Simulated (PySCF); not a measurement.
# digermathiane (Ge₂H₆S): NMR shifts at several levels of theory

How much do the NMR shifts of digermathiane (Ge₂H₆S) (`[GeH3][S][GeH3]`) depend on the level of theory, and what does each level cost?

Programs: PySCF 2.14.0, with density-fitted response routines of our own. Each step states its level of theory. These are calculated values for one molecule in the gas phase, unless marked as measured. Atoms are numbered from 0 throughout.

## (1) Starting geometry

9 atoms, charge 0, multiplicity 1; geometry from: GFN2-xTB. The atoms were then displaced at random by about 0.01 Å, so the start is not that level's minimum.

Bonds of the start (Å): Ge0–S1 2.23, S1–Ge2 2.21, Ge0–H3 1.48, Ge0–H4 1.49, Ge0–H5 1.52, Ge2–H6 1.51, Ge2–H7 1.47, Ge2–H8 1.53.

## (2) Geometry optimisation at PBE0-D3(BJ)/def2-SVP

The job: settings as JSON, then the geometry in Å.

```
{"job": {"xc": "PBE0", "basis": "def2-SVP", "d3": "d3bj", "grid": 1, "shake": 0.01, "kind": "geom"}, "charge": 0, "multiplicity": 1}
Ge     1.592360     0.473150     0.339350
S      0.029930     0.776930    -1.224390
Ge    -1.586870    -0.446990    -0.339860
H      1.974070    -0.948620     0.484460
H      2.760480     1.276500    -0.125030
H      1.097080     1.007100     1.668710
H     -1.126990    -1.878340    -0.165790
H     -2.707340    -0.360320    -1.282340
H     -1.974920     0.083430     1.038390
```

On the command line:

```bash
$ OMP_NUM_THREADS=1 python probes_run.py task.json out
```

One launch serves the whole session: the jobs run in the order shown.

Output:

```text
step   0  E = -4554.51873209  max force = 0.022511
step   1  E = -4554.52246548  max force = 0.007876
step   2  E = -4554.52305293  max force = 0.000962
step   3  E = -4554.52305806  max force = 0.000161
optimisation converged
```

Wall time 35 s (1 thread of Arm Neoverse N1, shared host); peak memory 0.45 GiB.

Relaxation path:

```
step  energy from step 0 (eV)  largest force component (eV/Å)
   0                   0.0000                          1.1576
   1                  -0.1016                          0.4050
   2                  -0.1176                          0.0495
   3                  -0.1177                          0.0083
```

Close pairs (by a distance rule), those that changed most:

| bond | before (Å) | after (Å) | change (Å) |
| --- | --- | --- | --- |
| Ge2–H7 | 1.467 | 1.535 | +0.068 |
| Ge0–H3 | 1.479 | 1.540 | +0.061 |
| Ge0–H4 | 1.492 | 1.535 | +0.043 |
| Ge2–H6 | 1.513 | 1.540 | +0.026 |
| Ge0–H5 | 1.516 | 1.540 | +0.024 |
| S1–Ge2 | 2.212 | 2.230 | +0.018 |
| Ge2–H8 | 1.527 | 1.540 | +0.013 |
| Ge0–S1 | 2.231 | 2.230 | -0.001 |

The next job starts from the end point, and lists it.

| at the end point | value |
| --- | --- |
| rotational constants (GHz, main isotopes) | 7.504, 1.097, 0.980 |
| dipole moment (D) | 1.40 |

## (3) Shielding tensors: PBE0/6-31G*

The job: settings as JSON, then the geometry in Å.

```
{"job": {"kind": "nmr", "xc": "PBE0", "basis": "6-31G*", "pop": true}, "charge": 0, "multiplicity": 1}
Ge     1.557185     0.585078     0.223250
S      0.022553     0.771741    -1.384167
Ge    -1.601228    -0.450934    -0.465793
H      1.969450    -0.888846     0.391919
H      2.748989     1.431992    -0.244301
H      0.998439     1.117358     1.555923
H     -1.135999    -1.908741    -0.295609
H     -2.780069    -0.367818    -1.445397
H     -1.990344     0.131055     0.905926
```

Method: GIAO PBE0/6-31G* NMR shielding, non-relativistic, gas phase.

Output:

```text
coarse grid: 35984 points
cycle   1  E = -4554.5273439095  dE = -1.211e+00  |g| = 5.303e-01  |ddm| = 2.718e+00
cycle   2  E = -4554.4997411193  dE =  2.760e-02  |g| = 6.502e-01  |ddm| = 1.024e+00
cycle   3  E = -4554.5688631983  dE = -6.912e-02  |g| = 3.082e-02  |ddm| = 6.306e-01
cycle   4  E = -4554.5691450257  dE = -2.818e-04  |g| = 1.533e-02  |ddm| = 6.778e-02
cycle   5  E = -4554.5692258567  dE = -8.083e-05  |g| = 1.164e-03  |ddm| = 2.303e-02
cycle   6  E = -4554.5692264066  dE = -5.499e-07  |g| = 2.284e-04  |ddm| = 2.053e-03
final grid: 70056 points
cycle   7  E = -4554.5692355472  dE = -1.674e-08  |g| = 1.971e-04  |ddm| = 8.152e-04
cycle   8  E = -4554.5692355482  dE = -1.031e-09  |g| = 2.017e-04  |ddm| = 5.356e-04
cycle   9  E = -4554.5692355615  dE = -1.331e-08  |g| = 3.336e-05  |ddm| = 2.785e-04
cycle  10  E = -4554.5692355618  dE = -2.292e-10  |g| = 1.410e-06  |ddm| = 3.164e-05
converged SCF energy = -4554.5692355618

GIAO shielding tensors (ppm)
atom      isotropic    diamagn.    paramagn.     s11        s22        s33       span
  0 Ge    1636.610    2760.168   -1123.558   1548.908   1588.129   1772.794    223.885
  1 S      861.377    1057.175    -195.797    835.944    865.156    883.032     47.088
  2 Ge    1636.660    2760.123   -1123.462   1549.051   1588.585   1772.345    223.294
  3 H       27.135      29.431      -2.296     20.151     23.012     38.242     18.091
  4 H       26.971      27.975      -1.003     19.947     21.939     39.028     19.082
  5 H       27.156      29.497      -2.341     20.188     23.148     38.132     17.945
  6 H       27.130      29.379      -2.249     20.151     22.985     38.255     18.103
  7 H       26.972      27.937      -0.965     19.943     21.946     39.026     19.084
  8 H       27.155      29.472      -2.317     20.182     23.166     38.116     17.934
```

Run time: 13 s. Hardware: 1 thread of Arm Neoverse N1, shared host; peak memory 0.53 GiB.

Shifts follow as δ = σ(reference) − σ, with reference shieldings (ppm) from runs at the same level and on the same kind of geometry: 1H TMS 31.96, 33S CS2 546, 73Ge GeMe4 1541. The references are single molecules in the gas phase. Atoms listed in one row are averaged.

| atoms | environment | σ (ppm) | δ (ppm) |
| --- | --- | --- | --- |
| H3, H4, H5, H6, H7, H8 | hydrogen on a germanium bonded to S | 27.09 | 4.88 |
| Ge0, Ge2 | germanium bonded to S, 3 H | 1637 | -96 |
| S1 | sulfur bonded to 2 Ge | 861 | -315 |

Charges from the same density, by scheme (e):

```csv
atoms,Mulliken,IAO,Hirshfeld,ESP fit
"Ge0, Ge2",-0.04,0.39,0.25,0.03
S1,-0.20,-0.38,-0.20,-0.24
```

Mayer bond orders: Ge0–S1 1.02, S1–Ge2 1.02.

## (4) NMR shieldings: PBE0/def2-SVP

The job, as its differences from that of step 3:

```diff
@@ -1,2 +1,2 @@
-{"job": {"kind": "nmr", "xc": "PBE0", "basis": "6-31G*", "pop": true}, "charge": 0, "multiplicity": 1}
+{"job": {"kind": "nmr", "xc": "PBE0", "basis": "def2-SVP", "pop": true}, "charge": 0, "multiplicity": 1}
 Ge     1.557185     0.585078     0.223250
```

With the program's defaults for keys left out, this is: GIAO PBE0/def2-SVP NMR shielding, non-relativistic, gas phase.

Output:

```text
coarse grid: 35984 points
cycle   1  E = -4554.4730049139  dE = -1.244e+00  |g| = 5.363e-01  |ddm| = 2.834e+00
cycle   2  E = -4554.4461286044  dE =  2.688e-02  |g| = 6.474e-01  |ddm| = 1.040e+00
cycle   3  E = -4554.5154052970  dE = -6.928e-02  |g| = 3.517e-02  |ddm| = 6.473e-01
cycle   4  E = -4554.5157910497  dE = -3.858e-04  |g| = 1.486e-02  |ddm| = 7.485e-02
cycle   5  E = -4554.5158626931  dE = -7.164e-05  |g| = 1.176e-03  |ddm| = 2.381e-02
cycle   6  E = -4554.5158631710  dE = -4.779e-07  |g| = 3.234e-04  |ddm| = 2.074e-03
final grid: 70056 points
cycle   7  E = -4554.5158481476  dE = -2.291e-08  |g| = 2.896e-04  |ddm| = 1.001e-03
cycle   8  E = -4554.5158481476  dE =  4.366e-11  |g| = 3.066e-04  |ddm| = 7.348e-04
cycle   9  E = -4554.5158481780  dE = -3.044e-08  |g| = 4.699e-05  |ddm| = 3.918e-04
cycle  10  E = -4554.5158481785  dE = -4.793e-10  |g| = 1.960e-06  |ddm| = 5.025e-05
converged SCF energy = -4554.5158481785

GIAO shielding tensors (ppm)
atom      isotropic    diamagn.    paramagn.     s11        s22        s33       span
  0 Ge    1601.667    2755.981   -1154.314   1479.069   1584.248   1741.684    262.615
  1 S      864.865    1057.145    -192.281    841.737    871.459    881.397     39.660
  2 Ge    1601.699    2755.922   -1154.223   1479.096   1584.743   1741.259    262.163
  3 H       26.651      29.071      -2.420     19.779     22.460     37.714     17.936
  4 H       26.485      27.664      -1.179     19.542     21.514     38.399     18.857
  5 H       26.670      29.126      -2.456     19.823     22.581     37.606     17.783
  6 H       26.647      29.020      -2.373     19.780     22.436     37.726     17.946
  7 H       26.485      27.625      -1.140     19.537     21.521     38.396     18.859
  8 H       26.668      29.099      -2.431     19.816     22.598     37.590     17.774
```

Wall time 13 s (1 thread of Arm Neoverse N1, shared host); peak memory 0.72 GiB.

This run: δ Ge0 -144, S1 -297, H3 4.74 ppm (means over like atoms).

## (5) NMR shieldings: PBE0/def2-TZVP

The job, as its differences from that of step 4:

```diff
@@ -1,2 +1,2 @@
-{"job": {"kind": "nmr", "xc": "PBE0", "basis": "def2-SVP", "pop": true}, "charge": 0, "multiplicity": 1}
+{"job": {"kind": "nmr", "xc": "PBE0", "basis": "def2-TZVP", "pop": true}, "charge": 0, "multiplicity": 1}
 Ge     1.557185     0.585078     0.223250
```

Level: GIAO PBE0/def2-TZVP NMR shielding, non-relativistic, gas phase.

Output:

```text
coarse grid: 35984 points
cycle   1  E = -4555.1046995134  dE = -1.194e+00  |g| = 9.198e-01  |ddm| = 2.259e+00
cycle   2  E = -4555.0523015013  dE =  5.240e-02  |g| = 1.128e+00  |ddm| = 9.401e-01
cycle   3  E = -4555.1780947872  dE = -1.258e-01  |g| = 6.191e-02  |ddm| = 5.903e-01
cycle   4  E = -4555.1789438311  dE = -8.490e-04  |g| = 2.391e-02  |ddm| = 7.679e-02
cycle   5  E = -4555.1791260591  dE = -1.822e-04  |g| = 3.164e-03  |ddm| = 2.777e-02
cycle   6  E = -4555.1791291228  dE = -3.064e-06  |g| = 1.045e-03  |ddm| = 4.254e-03
final grid: 70056 points
cycle   7  E = -4555.1791292868  dE = -3.179e-09  |g| = 1.112e-03  |ddm| = 2.058e-03
cycle   8  E = -4555.1791292414  dE =  4.545e-08  |g| = 1.255e-03  |ddm| = 1.854e-03
cycle   9  E = -4555.1791296282  dE = -3.868e-07  |g| = 1.178e-04  |ddm| = 9.288e-04
cycle  10  E = -4555.1791296296  dE = -1.439e-09  |g| = 5.460e-06  |ddm| = 5.925e-05
cycle  11  E = -4555.1791296296  dE =  1.273e-11  |g| = 3.118e-06  |ddm| = 8.511e-06
converged SCF energy = -4555.1791296296

GIAO shielding tensors (ppm)
atom      isotropic    diamagn.    paramagn.     s11        s22        s33       span
  0 Ge    1518.615    2757.892   -1239.277   1413.629   1470.752   1671.464    257.835
  1 S      822.440    1057.577    -235.137    795.964    817.956    853.400     57.435
  2 Ge    1518.652    2757.856   -1239.203   1413.741   1471.196   1671.021    257.280
  3 H       26.602      28.724      -2.122     19.805     22.354     37.648     17.843
  4 H       26.515      27.708      -1.193     19.647     21.640     38.259     18.612
  5 H       26.622      28.744      -2.121     19.851     22.464     37.552     17.701
  6 H       26.598      28.682      -2.084     19.805     22.330     37.659     17.854
  7 H       26.515      27.676      -1.161     19.643     21.647     38.256     18.614
  8 H       26.620      28.720      -2.100     19.844     22.481     37.536     17.692
```

It took 27 s on 1 thread of Arm Neoverse N1, shared host; peak memory 0.87 GiB.

Key values: δ Ge0 -145, S1 -330, H3 4.90 ppm (means over like atoms).

## (6) Shielding tensors: PBE0/cc-pVDZ

The job, as its differences from that of step 5:

```diff
@@ -1,2 +1,2 @@
-{"job": {"kind": "nmr", "xc": "PBE0", "basis": "def2-TZVP", "pop": true}, "charge": 0, "multiplicity": 1}
+{"job": {"kind": "nmr", "xc": "PBE0", "basis": "cc-pVDZ", "pop": true}, "charge": 0, "multiplicity": 1}
 Ge     1.557185     0.585078     0.223250
```

Method: GIAO PBE0/cc-pVDZ NMR shielding, non-relativistic, gas phase.

Output:

```text
coarse grid: 35984 points
cycle   1  E = -4555.0721078915  dE = -1.168e+00  |g| = 3.156e-01  |ddm| = 5.045e+00
cycle   2  E = -4555.0570856362  dE =  1.502e-02  |g| = 3.662e-01  |ddm| = 1.718e+00
cycle   3  E = -4555.1008877145  dE = -4.380e-02  |g| = 3.650e-02  |ddm| = 9.532e-01
cycle   4  E = -4555.1013540675  dE = -4.664e-04  |g| = 8.048e-03  |ddm| = 1.028e-01
cycle   5  E = -4555.1013751538  dE = -2.109e-05  |g| = 1.579e-03  |ddm| = 3.004e-02
cycle   6  E = -4555.1013760429  dE = -8.890e-07  |g| = 3.194e-04  |ddm| = 4.622e-03
final grid: 70056 points
cycle   7  E = -4555.1013771955  dE = -2.335e-08  |g| = 2.694e-04  |ddm| = 1.503e-03
cycle   8  E = -4555.1013771996  dE = -4.064e-09  |g| = 2.490e-04  |ddm| = 9.414e-04
cycle   9  E = -4555.1013772224  dE = -2.282e-08  |g| = 3.022e-05  |ddm| = 5.199e-04
cycle  10  E = -4555.1013772227  dE = -2.801e-10  |g| = 3.504e-06  |ddm| = 8.227e-05
converged SCF energy = -4555.1013772227

GIAO shielding tensors (ppm)
atom      isotropic    diamagn.    paramagn.     s11        s22        s33       span
  0 Ge    1667.684    2755.405   -1087.721   1568.030   1629.873   1805.148    237.118
  1 S      851.005    1058.107    -207.102    826.507    849.870    876.640     50.133
  2 Ge    1667.709    2755.357   -1087.648   1568.100   1630.248   1804.780    236.680
  3 H       26.613      28.934      -2.321     19.691     22.341     37.807     18.116
  4 H       26.476      27.746      -1.271     19.467     21.484     38.475     19.008
  5 H       26.636      28.985      -2.349     19.735     22.469     37.705     17.969
  6 H       26.609      28.888      -2.279     19.692     22.316     37.818     18.125
  7 H       26.476      27.711      -1.235     19.464     21.492     38.473     19.010
  8 H       26.634      28.961      -2.327     19.727     22.487     37.689     17.962
```

Wall time 15 s (1 thread of Arm Neoverse N1, shared host); peak memory 0.6 GiB.

This run: δ Ge0 -125, S1 -302, H3 4.72 ppm (means over like atoms).

## (7) NMR shieldings: PBE0/cc-pVTZ

The job, as its differences from that of step 6:

```diff
@@ -1,2 +1,2 @@
-{"job": {"kind": "nmr", "xc": "PBE0", "basis": "cc-pVDZ", "pop": true}, "charge": 0, "multiplicity": 1}
+{"job": {"kind": "nmr", "xc": "PBE0", "basis": "cc-pVTZ", "pop": true}, "charge": 0, "multiplicity": 1}
 Ge     1.557185     0.585078     0.223250
```

With the program's defaults for keys left out, this is: GIAO PBE0/cc-pVTZ NMR shielding, non-relativistic, gas phase.

Output:

```text
coarse grid: 35984 points
cycle   1  E = -4555.2086267398  dE = -1.187e+00  |g| = 6.203e-01  |ddm| = 4.960e+00
cycle   2  E = -4555.1791706149  dE =  2.946e-02  |g| = 6.972e-01  |ddm| = 1.467e+00
cycle   3  E = -4555.2600384639  dE = -8.087e-02  |g| = 6.939e-02  |ddm| = 8.434e-01
cycle   4  E = -4555.2614541895  dE = -1.416e-03  |g| = 1.693e-02  |ddm| = 1.359e-01
cycle   5  E = -4555.2615454156  dE = -9.123e-05  |g| = 2.291e-03  |ddm| = 3.218e-02
cycle   6  E = -4555.2615469225  dE = -1.507e-06  |g| = 8.767e-04  |ddm| = 5.683e-03
final grid: 70056 points
cycle   7  E = -4555.2615118313  dE = -9.284e-09  |g| = 9.253e-04  |ddm| = 3.127e-03
cycle   8  E = -4555.2615117898  dE =  4.150e-08  |g| = 1.030e-03  |ddm| = 2.594e-03
cycle   9  E = -4555.2615120950  dE = -3.052e-07  |g| = 8.676e-05  |ddm| = 1.322e-03
cycle  10  E = -4555.2615120964  dE = -1.401e-09  |g| = 8.083e-06  |ddm| = 1.184e-04
cycle  11  E = -4555.2615120965  dE = -1.455e-11  |g| = 2.755e-06  |ddm| = 1.823e-05
converged SCF energy = -4555.2615120965

GIAO shielding tensors (ppm)
atom      isotropic    diamagn.    paramagn.     s11        s22        s33       span
  0 Ge    1555.977    2754.723   -1198.746   1452.377   1510.347   1705.208    252.831
  1 S      837.175    1056.926    -219.752    815.288    835.740    860.496     45.208
  2 Ge    1556.010    2754.675   -1198.665   1452.482   1510.782   1704.766    252.284
  3 H       26.553      28.930      -2.377     19.753     22.305     37.602     17.850
  4 H       26.469      27.873      -1.404     19.596     21.606     38.204     18.608
  5 H       26.573      28.966      -2.392     19.798     22.418     37.505     17.708
  6 H       26.549      28.889      -2.339     19.753     22.282     37.613     17.861
  7 H       26.469      27.841      -1.372     19.592     21.613     38.202     18.610
  8 H       26.571      28.942      -2.371     19.790     22.435     37.489     17.698
```

It took 39 s on 1 thread of Arm Neoverse N1, shared host; peak memory 0.89 GiB.

Key values: δ Ge0 -141, S1 -312, H3 4.76 ppm (means over like atoms).

## (8) Nuclear shieldings: PBE0/aug-cc-pVDZ

The job, as its differences from that of step 7:

```diff
@@ -1,2 +1,2 @@
-{"job": {"kind": "nmr", "xc": "PBE0", "basis": "cc-pVTZ", "pop": true}, "charge": 0, "multiplicity": 1}
+{"job": {"kind": "nmr", "xc": "PBE0", "basis": "aug-cc-pVDZ", "pop": true}, "charge": 0, "multiplicity": 1}
 Ge     1.557185     0.585078     0.223250
```

Level: GIAO PBE0/aug-cc-pVDZ NMR shielding, non-relativistic, gas phase.

Output:

```text
coarse grid: 35984 points
cycle   1  E = -4555.0776004408  dE = -1.171e+00  |g| = 3.225e-01  |ddm| = 5.503e+00
cycle   2  E = -4555.0613995536  dE =  1.620e-02  |g| = 3.745e-01  |ddm| = 1.757e+00
cycle   3  E = -4555.1057434636  dE = -4.434e-02  |g| = 4.363e-02  |ddm| = 9.592e-01
cycle   4  E = -4555.1064024947  dE = -6.590e-04  |g| = 8.401e-03  |ddm| = 1.398e-01
cycle   5  E = -4555.1064253554  dE = -2.286e-05  |g| = 1.639e-03  |ddm| = 3.178e-02
cycle   6  E = -4555.1064263267  dE = -9.713e-07  |g| = 4.129e-04  |ddm| = 5.242e-03
final grid: 70056 points
cycle   7  E = -4555.1064281993  dE = -3.370e-08  |g| = 3.870e-04  |ddm| = 4.314e-03
cycle   8  E = -4555.1064281978  dE =  1.435e-09  |g| = 3.938e-04  |ddm| = 1.529e-03
cycle   9  E = -4555.1064282551  dE = -5.730e-08  |g| = 3.950e-05  |ddm| = 8.251e-04
cycle  10  E = -4555.1064282556  dE = -4.566e-10  |g| = 5.001e-06  |ddm| = 1.046e-04
converged SCF energy = -4555.1064282556

GIAO shielding tensors (ppm)
atom      isotropic    diamagn.    paramagn.     s11        s22        s33       span
  0 Ge    1683.629    2760.534   -1076.905   1592.392   1630.590   1827.905    235.513
  1 S      845.658    1057.642    -211.984    827.050    851.690    858.233     31.183
  2 Ge    1683.680    2760.466   -1076.786   1592.500   1630.920   1827.619    235.119
  3 H       26.466      28.952      -2.486     19.574     22.175     37.650     18.076
  4 H       26.381      27.394      -1.013     19.434     21.545     38.165     18.731
  5 H       26.489      28.993      -2.504     19.625     22.288     37.553     17.928
  6 H       26.461      28.896      -2.435     19.572     22.150     37.661     18.088
  7 H       26.382      27.340      -0.958     19.430     21.553     38.162     18.732
  8 H       26.487      28.964      -2.477     19.619     22.306     37.536     17.917
```

Wall time 25 s (1 thread of Arm Neoverse N1, shared host); peak memory 0.83 GiB.

In short: δ Ge0 -170, S1 -288, H3 4.95 ppm (means over like atoms).

## (9) Shielding tensors: PBE0/pcSseg-0

The job, as its differences from that of step 8:

```diff
@@ -1,2 +1,2 @@
-{"job": {"kind": "nmr", "xc": "PBE0", "basis": "aug-cc-pVDZ", "pop": true}, "charge": 0, "multiplicity": 1}
+{"job": {"kind": "nmr", "xc": "PBE0", "basis": "pcSseg-0", "pop": true}, "charge": 0, "multiplicity": 1}
 Ge     1.557185     0.585078     0.223250
```

Method: GIAO PBE0/pcSseg-0 NMR shielding, non-relativistic, gas phase.

Output:

```text
coarse grid: 35984 points
cycle   1  E = -4549.8529735936  dE = -2.184e+00  |g| = 3.434e-01  |ddm| = 2.905e+00
cycle   2  E = -4549.8361453681  dE =  1.683e-02  |g| = 3.902e-01  |ddm| = 1.319e+00
cycle   3  E = -4549.8873392098  dE = -5.119e-02  |g| = 5.187e-02  |ddm| = 8.254e-01
cycle   4  E = -4549.8881913834  dE = -8.522e-04  |g| = 7.718e-03  |ddm| = 1.078e-01
cycle   5  E = -4549.8882113336  dE = -1.995e-05  |g| = 6.120e-04  |ddm| = 1.642e-02
cycle   6  E = -4549.8882114971  dE = -1.635e-07  |g| = 1.057e-04  |ddm| = 1.530e-03
final grid: 70056 points
cycle   7  E = -4549.8881935684  dE = -1.474e-08  |g| = 6.312e-05  |ddm| = 7.154e-04
cycle   8  E = -4549.8881935697  dE = -1.296e-09  |g| = 3.992e-05  |ddm| = 2.398e-04
cycle   9  E = -4549.8881935704  dE = -7.240e-10  |g| = 1.121e-05  |ddm| = 9.840e-05
converged SCF energy = -4549.8881935704

GIAO shielding tensors (ppm)
atom      isotropic    diamagn.    paramagn.     s11        s22        s33       span
  0 Ge    1676.193    2749.998   -1073.805   1560.622   1615.424   1852.534    291.912
  1 S      921.401    1057.519    -136.118    886.342    925.560    952.301     65.959
  2 Ge    1676.136    2749.966   -1073.830   1560.724   1615.513   1852.171    291.447
  3 H       28.131      28.695      -0.564     21.245     24.291     38.856     17.610
  4 H       27.807      28.567      -0.761     20.710     23.027     39.683     18.973
  5 H       28.174      28.725      -0.551     21.317     24.445     38.761     17.444
  6 H       28.127      28.664      -0.537     21.248     24.271     38.861     17.613
  7 H       27.805      28.555      -0.750     20.701     23.033     39.680     18.979
  8 H       28.175      28.705      -0.530     21.309     24.466     38.749     17.440
```

Wall time 8 s (1 thread of Arm Neoverse N1, shared host); peak memory 0.53 GiB.

In short: δ Ge0 -128, S1 -406, H3 4.80 ppm (means over like atoms).

## (10) Run by run: NMR shifts

Shifts (ppm), means over like atoms, with basis size and wall time:

```csv
run,H3,Ge0,S1,functions,time
PBE0/6-31G*,4.88,-96,-315,94,13 s
PBE0/def2-SVP,4.74,-144,-297,112,13 s
PBE0/def2-TZVP,4.90,-145,-330,169,27 s
PBE0/cc-pVDZ,4.72,-125,-302,102,15 s
PBE0/cc-pVTZ,4.76,-141,-312,204,39 s
PBE0/aug-cc-pVDZ,4.95,-170,-288,153,25 s
PBE0/pcSseg-0,4.80,-128,-406,75,8 s
```

## (11) Outcome

```
                                                                quantity                 value
                                    rotational constants (main isotopes)  7.50, 1.10, 0.98 GHz
    1H shifts against TMS (PBE0/6-31G*, means over atoms taken as alike)              4.88 ppm
73Ge shifts against GeMe4 (PBE0/6-31G*, means over atoms taken as alike)               -96 ppm
                                    33S shifts against CS2 (PBE0/6-31G*)              -315 ppm
                                                range of the shift of S1      -406 to -288 ppm
```

In words: Single values in the summary come from the first sound run of each kind (PBE0/6-31G*), which need not be the best level. The start of the PBE0/def2-SVP relaxation was shaken at random by about 0.01 Å, so part of the energy gained, and of the first lengths quoted, undoes that. The optimisation took 3 steps and gained 0.118 eV; among the close pairs (by a distance rule), Ge2–H7 changed most, from 1.467 to 1.535 Å. At PBE0/6-31G*: The largest span, 224 ppm, is at Ge0, Ge2, where the paramagnetic term is -1124 ppm. In ppm, S1 moves most: its shift spreads over 118 ppm, from -406 (PBE0/pcSseg-0) to -288 (PBE0/aug-cc-pVDZ). Part of that comes from the computed reference. Spin-orbit coupling is left out, which matters for shieldings and couplings at and beside the heavy atoms.
